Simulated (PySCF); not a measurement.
**A gas-phase reaction: H6Si2 + F2 → FH5Si2 + FH**

Aim: the reaction energy of `[SiH3][SiH3]` + `FF` → `F[SiH2][SiH3]` + `F`.

Programs: PySCF 2.14.0. All values are calculated, for the isolated system unless a continuum is named. Atoms count from 0, parts from 1.

### Step 1. Starting point

Each species was relaxed by itself at PBE0-D3(BJ)/def2-SVPD.

### Step 2. Reaction energy: wB97M-D3(BJ)/def2-TZVPD

The job: settings as JSON, then the geometry in Å.

```
{"job": {"kind": "react", "xc": "wB97M-D3(BJ)", "basis": "def2-TZVPD"}, "charge": 0, "multiplicity": 1}
-1 H6Si2 charge 0 multiplicity 1
Si     0.050380    -1.146880     0.236280
Si    -0.074260     1.146800    -0.241270
H     -0.767880    -1.926300    -0.741150
H     -0.463770    -1.419610     1.612400
H      1.466030    -1.617860     0.154720
H      0.219810     1.393280    -1.685300
H     -1.441670     1.667130     0.061860
H      0.916600     1.903120     0.582510

-1 F2 charge 0 multiplicity 1
F      0.688970    -0.001160    -0.006890
F     -0.688970     0.001160     0.006890

+1 FH5Si2 charge 0 multiplicity 1
F     -0.229020    -2.278470    -0.097820
Si    -0.864780    -0.765530     0.060060
Si     0.875050     0.803150    -0.060560
H     -1.568460    -0.717510     1.375040
H     -1.856140    -0.588690    -1.040920
H      0.281570     2.169410     0.067500
H      1.845000     0.583270     1.052980
H      1.582970     0.695950    -1.370400

+1 FH charge 0 multiplicity 1
F      0.459850    -0.003530    -0.014520
H     -0.459850     0.003530     0.014520
```

Method: wB97M-D3(BJ)/def2-TZVPD reaction energy of separated species, gas phase.

Command:

```bash
OMP_NUM_THREADS=1 python cluster_run.py task.json out
```

The driver reads the jobs from task.json and runs them one after another.

Standard output:

```text
species 1 (H6Si2)
coarse grid: 27656 points
cycle   1  E = -582.6511022214  dE = -3.732e-01  |g| = 1.650e-01  |ddm| = 1.928e+00
cycle   2  E = -582.6596328507  dE = -8.531e-03  |g| = 7.187e-02  |ddm| = 2.371e-01
cycle   3  E = -582.6607249700  dE = -1.092e-03  |g| = 1.401e-02  |ddm| = 9.332e-02
cycle   4  E = -582.6608306871  dE = -1.057e-04  |g| = 1.955e-03  |ddm| = 2.610e-02
cycle   5  E = -582.6608334644  dE = -2.777e-06  |g| = 4.115e-04  |ddm| = 5.362e-03
final grid: 56088 points
cycle   6  E = -582.6608209497  dE = -1.987e-07  |g| = 2.221e-04  |ddm| = 1.809e-03
cycle   7  E = -582.6608209760  dE = -2.630e-08  |g| = 9.688e-05  |ddm| = 4.559e-04
cycle   8  E = -582.6608209797  dE = -3.684e-09  |g| = 3.108e-05  |ddm| = 1.643e-04
cycle   9  E = -582.6608209807  dE = -1.047e-09  |g| = 2.053e-06  |ddm| = 1.180e-04
cycle  10  E = -582.6608209807  dE = -2.501e-12  |g| = 4.826e-07  |ddm| = 7.872e-06
converged SCF energy = -582.6608209807

species 2 (F2)
coarse grid: 10600 points
cycle   1  E = -199.6113007155  dE =  1.194e-02  |g| = 3.458e-01  |ddm| = 1.052e+00
cycle   2  E = -199.6264069113  dE = -1.511e-02  |g| = 1.647e-01  |ddm| = 1.842e-01
cycle   3  E = -199.6293650153  dE = -2.958e-03  |g| = 2.217e-02  |ddm| = 5.435e-02
cycle   4  E = -199.6294265953  dE = -6.158e-05  |g| = 8.600e-03  |ddm| = 1.161e-02
cycle   5  E = -199.6294374451  dE = -1.085e-05  |g| = 7.501e-04  |ddm| = 4.105e-03
cycle   6  E = -199.6294375834  dE = -1.383e-07  |g| = 3.049e-05  |ddm| = 6.348e-04
final grid: 23208 points
cycle   7  E = -199.6294281299  dE = -2.173e-09  |g| = 2.057e-05  |ddm| = 1.255e-04
cycle   8  E = -199.6294281299  dE = -6.938e-11  |g| = 1.072e-05  |ddm| = 1.683e-05
converged SCF energy = -199.6294281299

species 3 (FH5Si2)
coarse grid: 30488 points
cycle   1  E = -681.9721549563  dE = -2.146e-01  |g| = 5.592e-01  |ddm| = 1.983e+00
cycle   2  E = -681.9629441660  dE =  9.211e-03  |g| = 7.032e-01  |ddm| = 6.139e-01
cycle   3  E = -682.0320141722  dE = -6.907e-02  |g| = 3.486e-02  |ddm| = 2.972e-01
cycle   4  E = -682.0323760982  dE = -3.619e-04  |g| = 1.224e-02  |ddm| = 5.526e-02
cycle   5  E = -682.0324234339  dE = -4.734e-05  |g| = 2.140e-03  |ddm| = 1.727e-02
cycle   6  E = -682.0324254023  dE = -1.968e-06  |g| = 4.718e-04  |ddm| = 3.527e-03
final grid: 62320 points
cycle   7  E = -682.0323939257  dE = -2.147e-07  |g| = 3.636e-04  |ddm| = 2.006e-03
cycle   8  E = -682.0323939413  dE = -1.557e-08  |g| = 3.853e-04  |ddm| = 4.818e-04
cycle   9  E = -682.0323939618  dE = -2.056e-08  |g| = 4.187e-05  |ddm| = 1.571e-04
cycle  10  E = -682.0323939636  dE = -1.798e-09  |g| = 1.372e-05  |ddm| = 1.092e-04
cycle  11  E = -682.0323939638  dE = -1.274e-10  |g| = 2.366e-06  |ddm| = 2.839e-05
converged SCF energy = -682.0323939638

species 4 (FH)
coarse grid: 7776 points
cycle   1  E = -100.4688150599  dE = -9.408e-02  |g| = 4.644e-01  |ddm| = 6.197e-01
cycle   2  E = -100.4724963088  dE = -3.681e-03  |g| = 5.038e-01  |ddm| = 3.808e-01
cycle   3  E = -100.5053093225  dE = -3.281e-02  |g| = 2.574e-02  |ddm| = 1.678e-01
cycle   4  E = -100.5053853003  dE = -7.598e-05  |g| = 5.006e-03  |ddm| = 1.077e-02
cycle   5  E = -100.5053899414  dE = -4.641e-06  |g| = 4.334e-04  |ddm| = 3.766e-03
final grid: 16976 points
cycle   6  E = -100.5053937302  dE = -6.400e-08  |g| = 1.071e-04  |ddm| = 8.223e-04
cycle   7  E = -100.5053937337  dE = -3.441e-09  |g| = 8.271e-05  |ddm| = 2.185e-04
cycle   8  E = -100.5053937346  dE = -8.935e-10  |g| = 2.031e-05  |ddm| = 3.755e-05
converged SCF energy = -100.5053937346

Reaction energy = -155.328 kcal/mol
```

It took 12 s on 1 thread of Arm Neoverse V2, shared host; peak memory 0.6 GiB.

Species by species (with the dispersion term, which the log's SCF energies lack):

```
 ν        species  energy (Eh)  HOMO (eV)
-1   [SiH3][SiH3]   -582.66725     -10.51
-1             FF   -199.62975     -14.36
+1  F[SiH2][SiH3]   -682.03890     -10.60
+1              F   -100.50563     -14.54
```

### Step 3. Energies of the species: PBE0-D3(BJ)/def2-TZVPD

Settings changed since step 2:

```diff
@@ -1,2 +1,2 @@
-{"job": {"kind": "react", "xc": "wB97M-D3(BJ)", "basis": "def2-TZVPD"}, "charge": 0, "multiplicity": 1}
+{"job": {"kind": "react", "xc": "PBE0", "basis": "def2-TZVPD", "disp": "d3bj"}, "charge": 0, "multiplicity": 1}
 -1 H6Si2 charge 0 multiplicity 1
```

Level: PBE0-D3(BJ)/def2-TZVPD reaction energy of separated species, gas phase.

Standard output:

```text
species 1 (H6Si2)
coarse grid: 6968 points
cycle   1  E = -582.3366026314  dE = -3.356e-01  |g| = 1.282e-01  |ddm| = 1.839e+00
cycle   2  E = -582.3391822342  dE = -2.580e-03  |g| = 5.221e-02  |ddm| = 1.677e-01
cycle   3  E = -582.3394902894  dE = -3.081e-04  |g| = 1.125e-02  |ddm| = 4.937e-02
cycle   4  E = -582.3395239882  dE = -3.370e-05  |g| = 3.418e-03  |ddm| = 1.758e-02
cycle   5  E = -582.3395288829  dE = -4.895e-06  |g| = 1.677e-04  |ddm| = 4.813e-03
final grid: 56088 points
cycle   6  E = -582.3384514652  dE = -5.588e-06  |g| = 8.326e-04  |ddm| = 1.662e-02
cycle   7  E = -582.3384515297  dE = -6.449e-08  |g| = 5.438e-04  |ddm| = 1.652e-03
cycle   8  E = -582.3384515774  dE = -4.770e-08  |g| = 4.441e-05  |ddm| = 6.283e-04
cycle   9  E = -582.3384515781  dE = -6.687e-10  |g| = 2.233e-05  |ddm| = 8.083e-05
converged SCF energy = -582.3384515781

species 2 (F2)
coarse grid: 2176 points
cycle   1  E = -199.3949433732  dE =  9.180e-02  |g| = 2.764e-01  |ddm| = 1.051e+00
cycle   2  E = -199.4014731053  dE = -6.530e-03  |g| = 1.374e-01  |ddm| = 1.363e-01
cycle   3  E = -199.4037884623  dE = -2.315e-03  |g| = 2.290e-02  |ddm| = 5.059e-02
cycle   4  E = -199.4038514784  dE = -6.302e-05  |g| = 8.080e-03  |ddm| = 1.132e-02
cycle   5  E = -199.4038596840  dE = -8.206e-06  |g| = 1.816e-04  |ddm| = 3.279e-03
final grid: 23208 points
cycle   6  E = -199.4096322185  dE = -7.815e-06  |g| = 1.271e-03  |ddm| = 8.094e-03
cycle   7  E = -199.4096322726  dE = -5.406e-08  |g| = 1.036e-03  |ddm| = 8.884e-04
cycle   8  E = -199.4096324096  dE = -1.370e-07  |g| = 7.534e-05  |ddm| = 4.283e-04
cycle   9  E = -199.4096324103  dE = -7.294e-10  |g| = 1.992e-05  |ddm| = 3.205e-05
converged SCF energy = -199.4096324103

species 3 (FH5Si2)
coarse grid: 7440 points
cycle   1  E = -681.5480273640  dE = -1.669e-01  |g| = 5.450e-01  |ddm| = 1.964e+00
cycle   2  E = -681.4537999001  dE =  9.423e-02  |g| = 9.630e-01  |ddm| = 7.133e-01
cycle   3  E = -681.5959913981  dE = -1.422e-01  |g| = 3.306e-02  |ddm| = 4.577e-01
cycle   4  E = -681.5961340882  dE = -1.427e-04  |g| = 1.203e-02  |ddm| = 3.491e-02
cycle   5  E = -681.5961609848  dE = -2.690e-05  |g| = 1.986e-03  |ddm| = 1.273e-02
cycle   6  E = -681.5961622284  dE = -1.244e-06  |g| = 2.853e-04  |ddm| = 2.552e-03
final grid: 62320 points
cycle   7  E = -681.5978418433  dE = -1.567e-05  |g| = 2.086e-03  |ddm| = 1.641e-02
cycle   8  E = -681.5978412280  dE =  6.153e-07  |g| = 2.917e-03  |ddm| = 2.586e-03
cycle   9  E = -681.5978424478  dE = -1.220e-06  |g| = 2.791e-04  |ddm| = 1.398e-03
cycle  10  E = -681.5978424588  dE = -1.101e-08  |g| = 5.446e-05  |ddm| = 2.283e-04
cycle  11  E = -681.5978424595  dE = -7.084e-10  |g| = 1.140e-05  |ddm| = 6.875e-05
converged SCF energy = -681.5978424595

species 4 (FH)
coarse grid: 1712 points
cycle   1  E = -100.3541405562  dE = -3.604e-02  |g| = 4.958e-01  |ddm| = 6.253e-01
cycle   2  E = -100.3146224795  dE =  3.952e-02  |g| = 7.430e-01  |ddm| = 5.125e-01
cycle   3  E = -100.3938646387  dE = -7.924e-02  |g| = 2.284e-02  |ddm| = 2.892e-01
cycle   4  E = -100.3939401949  dE = -7.556e-05  |g| = 4.205e-03  |ddm| = 9.787e-03
cycle   5  E = -100.3939421788  dE = -1.984e-06  |g| = 3.557e-04  |ddm| = 1.247e-03
final grid: 16976 points
cycle   6  E = -100.3948398276  dE = -1.860e-05  |g| = 4.004e-03  |ddm| = 7.544e-03
cycle   7  E = -100.3948378953  dE =  1.932e-06  |g| = 5.508e-03  |ddm| = 3.358e-03
cycle   8  E = -100.3948419988  dE = -4.103e-06  |g| = 9.882e-05  |ddm| = 2.016e-03
cycle   9  E = -100.3948420000  dE = -1.267e-09  |g| = 1.773e-05  |ddm| = 3.908e-05
cycle  10  E = -100.3948420001  dE = -4.729e-11  |g| = 3.063e-06  |ddm| = 1.023e-05
converged SCF energy = -100.3948420001

Reaction energy = -153.540 kcal/mol
```

It took 4.9 s on 1 thread of Arm Neoverse V2, shared host; peak memory 0.57 GiB.

Reaction energy at this level: -153.5 kcal/mol.

### Step 4. Reaction energy: MP2/def2-TZVPD

Settings changed since step 3:

```diff
@@ -1,2 +1,2 @@
-{"job": {"kind": "react", "xc": "PBE0", "basis": "def2-TZVPD", "disp": "d3bj"}, "charge": 0, "multiplicity": 1}
+{"job": {"kind": "react", "xc": "MP2", "basis": "def2-TZVPD"}, "charge": 0, "multiplicity": 1}
 -1 H6Si2 charge 0 multiplicity 1
```

With the program's defaults for keys left out, this is: MP2/def2-TZVPD reaction energy of separated species, gas phase.

Standard output:

```text
species 1 (H6Si2)
final grid: 56088 points
cycle   1  E = -581.3292074982  dE = -4.620e-01  |g| = 2.441e-01  |ddm| = 1.843e+00
cycle   2  E = -581.3607449649  dE = -3.154e-02  |g| = 7.447e-02  |ddm| = 2.843e-01
cycle   3  E = -581.3640633147  dE = -3.318e-03  |g| = 2.482e-02  |ddm| = 1.427e-01
cycle   4  E = -581.3643960741  dE = -3.328e-04  |g| = 3.727e-03  |ddm| = 3.428e-02
cycle   5  E = -581.3644092012  dE = -1.313e-05  |g| = 9.309e-04  |ddm| = 1.190e-02
cycle   6  E = -581.3644100449  dE = -8.437e-07  |g| = 1.125e-04  |ddm| = 2.729e-03
cycle   7  E = -581.3644100577  dE = -1.282e-08  |g| = 2.341e-05  |ddm| = 4.449e-04
cycle   8  E = -581.3644100582  dE = -5.313e-10  |g| = 4.958e-06  |ddm| = 1.110e-04
converged SCF energy = -581.3644100582

species 2 (F2)
final grid: 23208 points
cycle   1  E = -198.7437216427  dE = -9.863e-02  |g| = 3.997e-01  |ddm| = 1.051e+00
cycle   2  E = -198.7662948439  dE = -2.257e-02  |g| = 1.393e-01  |ddm| = 1.852e-01
cycle   3  E = -198.7684693814  dE = -2.175e-03  |g| = 2.171e-02  |ddm| = 5.087e-02
cycle   4  E = -198.7685846088  dE = -1.152e-04  |g| = 5.686e-03  |ddm| = 1.383e-02
cycle   5  E = -198.7685921497  dE = -7.541e-06  |g| = 9.806e-04  |ddm| = 3.640e-03
cycle   6  E = -198.7685924287  dE = -2.790e-07  |g| = 1.391e-04  |ddm| = 7.865e-04
cycle   7  E = -198.7685924332  dE = -4.443e-09  |g| = 1.112e-05  |ddm| = 1.118e-04
cycle   8  E = -198.7685924332  dE = -3.581e-11  |g| = 1.257e-06  |ddm| = 1.187e-05
converged SCF energy = -198.7685924332

species 3 (FH5Si2)
final grid: 62320 points
cycle   1  E = -680.2599503359  dE = -3.411e-01  |g| = 5.204e-01  |ddm| = 1.923e+00
cycle   2  E = -680.3153725604  dE = -5.542e-02  |g| = 3.349e-01  |ddm| = 4.719e-01
cycle   3  E = -680.3321012068  dE = -1.673e-02  |g| = 4.936e-02  |ddm| = 1.685e-01
cycle   4  E = -680.3333348279  dE = -1.234e-03  |g| = 1.129e-02  |ddm| = 7.356e-02
cycle   5  E = -680.3334047957  dE = -6.997e-05  |g| = 2.418e-03  |ddm| = 1.921e-02
cycle   6  E = -680.3334089645  dE = -4.169e-06  |g| = 5.778e-04  |ddm| = 5.247e-03
cycle   7  E = -680.3334092679  dE = -3.034e-07  |g| = 1.111e-04  |ddm| = 1.336e-03
cycle   8  E = -680.3334092788  dE = -1.091e-08  |g| = 2.470e-05  |ddm| = 2.677e-04
cycle   9  E = -680.3334092795  dE = -6.663e-10  |g| = 7.647e-06  |ddm| = 6.309e-05
converged SCF energy = -680.3334092795

species 4 (FH)
final grid: 16976 points
cycle   1  E = -100.0371203145  dE = -1.649e-01  |g| = 4.007e-01  |ddm| = 6.032e-01
cycle   2  E = -100.0578879247  dE = -2.077e-02  |g| = 2.336e-01  |ddm| = 2.533e-01
cycle   3  E = -100.0646342423  dE = -6.746e-03  |g| = 2.356e-02  |ddm| = 8.091e-02
cycle   4  E = -100.0647516691  dE = -1.174e-04  |g| = 6.199e-03  |ddm| = 1.253e-02
cycle   5  E = -100.0647673805  dE = -1.571e-05  |g| = 1.459e-03  |ddm| = 5.121e-03
cycle   6  E = -100.0647686534  dE = -1.273e-06  |g| = 2.290e-04  |ddm| = 1.848e-03
cycle   7  E = -100.0647686878  dE = -3.438e-08  |g| = 1.958e-05  |ddm| = 4.211e-04
cycle   8  E = -100.0647686880  dE = -1.854e-10  |g| = 2.360e-06  |ddm| = 2.495e-05
converged SCF energy = -100.0647686880

Reaction energy = -164.592 kcal/mol
```

Run time: 2.5 s. Hardware: 1 thread of Arm Neoverse V2, shared host; peak memory 0.43 GiB.

Reaction energy at this level: -164.6 kcal/mol.

### Step 5. Side by side

Energies in kcal/mol, with wall time:

```
                    run  reaction   time
wB97M-D3(BJ)/def2-TZVPD    -155.3   12 s
 PBE0-D3(BJ)/def2-TZVPD    -153.5  4.9 s
         MP2/def2-TZVPD    -164.6  2.5 s
```

### Step 6. Results

| quantity | value |
| --- | --- |
| reaction energy (wB97M-D3(BJ)/def2-TZVPD) | -155.3 kcal/mol |
| ΔH, ΔG at 298 K (xTB thermal terms) | -154.1, -153.4 kcal/mol |
| range of the reaction energy over the runs of this table | -164.6 to -153.5 kcal/mol |

What this shows: The reaction is exothermic by 154.1 kcal/mol in the gas phase; dispersion gives +0.01, and xTB itself gave -124.1 for the electronic energy (xTB energies and thermal terms come from the earlier relaxation of each species, not shown). No barrier was sought. xTB and this level differ widely in the electronic energy, so what comes from xTB (the thermal terms above all) is less safe here. The reaction energy runs from -164.6 (MP2/def2-TZVPD) to -153.5 kcal/mol (PBE0-D3(BJ)/def2-TZVPD).
